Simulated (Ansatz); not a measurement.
Predict the output of the script below (Ansatz 0.2.0 through its Python package).

`bde_ch5fosi.py`
```python
"""X-H bond energies of CH5FOSi without relaxation."""

import logging
import sys

import ansatz
from ase import Atoms

logging.basicConfig(stream=sys.stdout, format="%(name)s: %(message)s")
log = logging.getLogger("ch5fosi")
log.setLevel(logging.INFO)

BASIS_SET = "cc-pVTZ"
FUNCTIONAL = "r2scan0"


def energy_of(molecule, charge=0, unpaired=0):
    calc = (
        molecule.calculation()
        .basis(gaussian=BASIS_SET)
        .functional(FUNCTIONAL)
    )
    if charge:
        calc = calc.charge(charge)
    if unpaired:
        calc = calc.spin("collinear", total=unpaired)
    report = calc.run(threads=1).report
    if report["published_state_doubts"]:
        print("  doubts:", report["published_state_doubts"])
    return report["free_energy_ev"]

def without(molecule, index):
    rest = ansatz.Crystal.molecule()
    for i, site in enumerate(molecule.cartesian_sites):
        if i != index:
            rest = rest.atom(site.symbol, site.position_ang)
    return rest


def main() -> None:
    atoms = Atoms(["C", "O", "Si", "F", "H", "H", "H", "H", "H"], positions=[
        [-0.2302, 1.0725, -0.664],
        [-0.8705, 0.0798, 0.0937],
        [0.0977, -1.1, 0.6864],
        [1.1764, -1.5725, -0.483],
        [0.1819, 0.7154, -1.6074],
        [-1.0708, 1.8283, -0.9734],
        [0.487, 1.6816, -0.089],
        [-0.6369, -2.2308, 1.1774],
        [0.9538, -0.5205, 1.8422],
    ])
    geometry = ansatz.Crystal.molecule_from_ase(atoms)

    whole = energy_of(geometry, 0)
    hydrogen = energy_of(ansatz.Crystal.molecule().atom("H", (0, 0, 0)), 0, 1)
    log.info(f"E(molecule) = {whole:.5f} eV, E(H) = {hydrogen:.5f} eV")
    for index in [6, 8]:
        radical = energy_of(without(geometry, index), 0, 1)
        log.info(f"H{index}: homolysis {(radical + hydrogen - whole):.3f} eV")


if __name__ == "__main__":
    main()
```

```console
$ python bde_ch5fosi.py
ch5fosi: E(molecule) = -13760.44895 eV, E(H) = -13.60218 eV
ch5fosi: H6: homolysis 4.630 eV
ch5fosi: H8: homolysis 4.099 eV
```

Notes:
- Total energies depend on the basis set; only differences at equal settings carry meaning.
- The geometry is a force-field or estimated start, not a minimum of this method, and the basis set is short of its limit. All parts are taken at fixed geometry, without zero-point energy.
- Hardware and time: 35 s on 1 thread of Arm Neoverse V2, with other jobs on the host, peak memory 0.52 GiB.
